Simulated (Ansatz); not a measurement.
# CsCu2: the cost of one run

Method: DFT PBE, scalar-relativistic, plane waves, PAW, in Ansatz 0.2.0.

## Step 1: The structure to begin with

Symmetry: Fm-3m, No. 225, cubic system. Conventional cell: a = 6.527 Å, b = 6.527 Å, c = 6.527 Å, α = 90.00°, β = 90.00°, γ = 90.00°. Cs (site symmetry m-3m) is surrounded by 8 Cu at 2.83 Å. Around Cu (site symmetry -43m) lie 4 Cs at 2.83 Å.

Structure file:

```xyz
3
Lattice="0.0000 3.2636 3.2636 3.2636 0.0000 3.2636 3.2636 3.2636 0.0000" Properties=species:S:1:pos:R:3 pbc="T T T"
Cs    0.0000    0.0000    0.0000
Cu    1.6318    1.6318    1.6318
Cu    4.8953    4.8953    4.8953
```

This is candidate A: fluorite type (Fm-3m, No. 225).

(A quick probe on a coarse mesh, which set the mesh and smearing, is not shown.)

## Step 3: A loose first relaxation (candidate A)

Input file input.yaml:

```yaml
crystal:
  lattice:
    - [0.0, 3.2635554252, 3.2635554252]
    - [3.2635554252, 0.0, 3.2635554252]
    - [3.2635554252, 3.2635554252, 0.0]
  atoms:
    - { symbol: Cs, position: [0.0, 0.0, 0.0] }
    - { symbol: Cu, position: [0.25, 0.25, 0.25] }
    - { symbol: Cu, position: [0.75, 0.75, 0.75] }
basis:
  ecutwfc: 420
kpoints:
  mp_grid: { grid: [4, 4, 4] }
hamiltonian:
  xc: pbe
scf:
  occupations: { method: gaussian, width: 0.1 }
  lower_state_search: "off"
output:
  forces: true
  stress: true
  eigenvalues: true
relax:
  adjacent_minimum: "off"
  f_tol: 0.04
  max_steps: 70
  cell: { stress_tol: 0.4 }
```

Launch:

```console
> ansatz run input.yaml --threads 1 --pin off --max-ram 2560MiB --backend cpu --events-out ev --progress --plain --runs-dir out
```

**Question.** How long does this run take on 1 thread of Arm Neoverse V2, shared host, and how much memory does it need?

About 17 s, with a peak of 0.39 GiB.
